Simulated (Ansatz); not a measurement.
InRh:

```xyz
2
Lattice="3.1960 0.0000 0.0000 0.0000 3.1960 0.0000 0.0000 0.0000 3.1960" Properties=species:S:1:pos:R:3 pbc="T T T"
In    1.5980    1.5980    1.5980
Rh    0.0000    0.0000    0.0000
```

* Program: Ansatz 0.2.0
* Task: relaxation of cell and atoms
* Functional: PBE
* Potentials or basis: Ansatz PAW
* Cutoff: 420 eV (not typed: the program's choice for these potentials)
* k mesh: 8 × 8 × 8
* Occupations: fermi-dirac, width 0.05 eV
* Spin: no spin polarisation

At the start: volume 16.32 Å³/atom.

Problem. Where does the relaxation end?

Solution. It ends after 6 steps and the volume is 16.96 Å³/atom (+3.9 %); space group Pm-3m (No. 221, to 0.05 Å).

Step by step:
```csv
step,energy change (eV),largest force (eV/Å),volume (Å³)
1,0.0000,0.0000,32.65
2,-0.0230,0.0000,34.06
3,-0.0233,0.0000,33.93
4,-0.0241,0.0000,33.93
5,-0.0241,0.0000,33.91
6,-0.0241,0.0000,33.91
```

Final structure:
```yaml
crystal:
  lattice:
    - [3.23684, 0.00000, 0.00000]
    - [0.00000, 3.23684, 0.00000]
    - [0.00000, 0.00000, 3.23684]
  atoms:
    - { symbol: In, position: [0.50000, 0.50000, 0.50000] }
    - { symbol: Rh, position: [0.00000, 0.00000, 0.00000] }
```

Caveat: the plane-wave basis is chosen anew once the cell has moved, so the energies of steps on either side of that aren't comparable.
